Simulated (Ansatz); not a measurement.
Crystal: TiPd.

```
Pd Ti
1.0
     4.57045    0.00000    0.00000
     0.00000    2.77509    0.00000
     0.00000    0.00000    4.87578
Pd Ti
2 2
Direct
  0.75000 0.50000 0.81340
  0.25000 0.50000 0.18660
  0.75000 0.00000 0.29752
  0.25000 0.00000 0.70248
```

The cell comes from a database or a generator and needn't be the stable form of this composition.

Base run:

```yaml
Program: Ansatz 0.2.0
Functional: LDA
Potentials_or_basis: all-electron LAPW, scalar-relativistic
Cutoff: 243 eV (chosen from the basis error)
Basis_error_allowed: 0.002 eV/atom
k_mesh: 6 × 10 × 6
Occupations: fermi-dirac, width 0.05 eV
Spin: no spin polarisation
```

Its results: pressure -9.0 GPa; largest force 0.058 eV/Å.

Problem. The run is repeated on the same cell with these changes: functional from LDA to PBEsol. What comes out?

Solution. Pressure -4.0 GPa; largest force 0.012 eV/Å.

PBEsol binds less tightly than LDA, so the same cell stands under more pressure.
